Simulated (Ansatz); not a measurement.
Here is an Ansatz 0.2.0 calculation.

Contents of input.yaml:

```yaml
crystal:
  lattice:
    - [2.76616, 0.0, 0.0]
    - [-1.38308, 2.39557, 0.0]
    - [0.0, 0.0, 11.02292]
  atoms:
    - { symbol: Ni, position: [0.33333, 0.66667, 0.59712], spin: 1.0 }
    - { symbol: Mo, position: [0.0, 0.0, 0.41074], spin: 1.0 }
    - { symbol: Pd, position: [0.66667, 0.33333, 0.7952] }
    - { symbol: Ir, position: [0.66667, 0.33333, 0.1996], spin: 0.6 }
    - { symbol: W, position: [0.33333, 0.66667, 0.99734] }
hamiltonian:
  xc: pbe
  pseudopotentials: { kind: nc, source: spms }
magnetization:
  spin_polarized: true
kpoints:
  mp_grid: { grid: [11, 11, 3] }
scf:
  occupations: { method: fermi_dirac, width: 0.05 }
output:
  forces: true
  stress: true
  eigenvalues: true
  write_density: true
  write_potential: true
  elf: true
  volumetric_format: npy
```

Potentials or basis: SPMS NC.

Run with:

```sh
$ ansatz run input.yaml --threads 8 --pin off --max-ram 20480MiB --backend cpu --events-out ev --progress --plain --runs-dir out
```

Q: What does it give for the net moment?

A: 0.00 μB per cell.

Q: What does it give for the band gap on the k mesh?

A: None (metal or under the smearing width).

Q: Estimate the absolute moment.

A: 0.00 μB per cell.

Q: Predict the pressure.

A: 0.3 GPa.

Forces in eV/Å, atoms in the order of the input:
```
Ni   0.000  0.000 -0.036
Mo   0.000  0.000 -0.079
Pd   0.000  0.000 -0.099
Ir   0.000  0.000  0.015
W    0.000  0.000  0.199
```

Caveat: the starting moments weren't kept. Spin-orbit coupling is left out, which matters for the levels of Ir, W.
